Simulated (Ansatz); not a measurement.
**C₅H₅F₃: a ladder of functionals and wavefunction methods**

The task here is to estimate one member of a computed series from the others.

Computed with Ansatz 0.2.0, Gaussian basis. Level: functionals in def2-TZVPP, the program's frozen cores in correlated methods.

Plan: LDA (SPW92), PBE-D4, revPBE-D4, BLYP-D4, r2SCAN-D4, B97M-V, PBE0-D4, B3LYP-D4, r2SCANh-D4, r2SCAN0-D4, HSE06-D4, BHLYP-D4, CAM-B3LYP-D4, LC-ωPBE, ωB97X-V, ωB97M-V, B2PLYP, PBE-QIDH; CCSD(T)/def2-SVP; MP2/def2-TZVPP; MP2/def2-QZVPP; RPA on PBE.

## The relaxed structure

The geometry comes from an earlier relaxation with PBE0-D4 in a triple-zeta def2 set; it is a stationary point, not always the lowest conformer.

SMILES `FC1=C[C@@H](F)[C@H](F)C1`, 13 atoms, charge 0, spin multiplicity 1.

Atoms are counted from 1 here; the program's logs count them from 0.

Bond lengths: F1–C2 1.325 Å, C2–C3 1.326 Å, C2–C8 1.488 Å, C3–C4 1.485 Å, C3–H9 1.080 Å, C4–F5 1.394 Å, C4–C6 1.538 Å, C4–H10 1.093 Å, C6–F7 1.383 Å, C6–C8 1.526 Å, C6–H11 1.092 Å, C8–H12 1.093 Å, C8–H13 1.094 Å. Angles: F1–C2–C3 125.6°, F1–C2–C8 118.8°, C3–C2–C8 115.6°, C2–C3–C4 109.2°, C2–C3–H9 126.2°, C4–C3–H9 124.5°, C3–C4–F5 110.8°, C3–C4–C6 105.1°, C3–C4–H10 114.6°, F5–C4–C6 109.6°, F5–C4–H10 106.7°, C6–C4–H10 110.1°, C4–C6–F7 108.9°, C4–C6–C8 106.7°, C4–C6–H11 110.2°, F7–C6–C8 109.5°, F7–C6–H11 107.8°, C8–C6–H11 113.8° and more.

Set-up of the first run:

The input, in.yaml:

```yaml
crystal:
  periodic: [false, false, false]
  atoms:
    - {symbol: F, position_ang: [1.812745, 1.814141, 0.614403]}
    - {symbol: C, position_ang: [0.900839, 0.940415, 0.214984]}
    - {symbol: C, position_ang: [0.262799, 0.968034, -0.947009]}
    - {symbol: C, position_ang: [-0.652518, -0.198908, -1.030178]}
    - {symbol: F, position_ang: [-0.196127, -1.121169, -1.969870]}
    - {symbol: C, position_ang: [-0.620573, -0.832684, 0.371083]}
    - {symbol: F, position_ang: [-1.805599, -0.539661, 1.021534]}
    - {symbol: C, position_ang: [0.542931, -0.186608, 1.117909]}
    - {symbol: H, position_ang: [0.394479, 1.700160, -1.730384]}
    - {symbol: H, position_ang: [-1.681060, 0.048388, -1.306702]}
    - {symbol: H, position_ang: [-0.543891, -1.918673, 0.291904]}
    - {symbol: H, position_ang: [0.216481, 0.155175, 2.102987]}
    - {symbol: H, position_ang: [1.389793, -0.863507, 1.264139]}
basis:
  gaussian: {orbitals: def2-TZVPP}
hamiltonian: {xc: lda}
output: {orbitals: {seedname: orbitals}}
```

Run with:

```sh
$ ansatz run in.yaml --threads 8 --pin off --events-out ev --progress --plain --max-ram 20889MiB
```

Among the steps run: LDA; PBE-D4 (GGA); revPBE-D4 (GGA); BLYP-D4 (GGA); r2SCAN-D4 (meta-GGA); B97M-V (meta-GGA); PBE0-D4 (hybrid); B3LYP-D4 (hybrid); r2SCANh-D4 (hybrid); r2SCAN0-D4 (hybrid); HSE06-D4 (hybrid); BHLYP-D4 (hybrid); CAM-B3LYP-D4 (range-separated); LC-ωPBE (range-separated); ωB97X-V (range-separated); ωB97M-V (range-separated); B2PLYP (double hybrid); PBE-QIDH (double hybrid).

One of the session's tables, all rows but one given; the rest of the session is left out.

It belongs to the step «Orbital energies across the functionals». 

| functional | HOMO (eV) | gap (eV) |
| --- | --- | --- |
| LDA (SPW92) | -6.80 | 5.37 |
| PBE-D4 | -6.60 | 5.44 |
| revPBE-D4 | -6.53 | 5.46 |
| BLYP-D4 | -6.48 | 5.42 |
| r2SCAN-D4 | -6.84 | 5.90 |
| B97M-V | ? | ? |
| PBE0-D4 | -7.84 | 7.70 |
| B3LYP-D4 | -7.63 | 7.23 |
| r2SCANh-D4 | -7.30 | 6.74 |
| r2SCAN0-D4 | -8.00 | 8.00 |
| HSE06-D4 | -7.44 | 6.92 |
| BHLYP-D4 | -8.95 | 9.93 |
| CAM-B3LYP-D4 | -9.21 | 10.20 |
| LC-ωPBE | -10.55 | 12.75 |
| ωB97X-V | -10.17 | 12.31 |
| ωB97M-V | -10.08 | 12.08 |

**Question.** Estimate the row for B97M-V.

As computed: HOMO (eV): -6.88; gap (eV): 6.02. In the column «HOMO (eV)» it lies between r2SCANh-D4 (-7.30) and r2SCAN-D4 (-6.84).
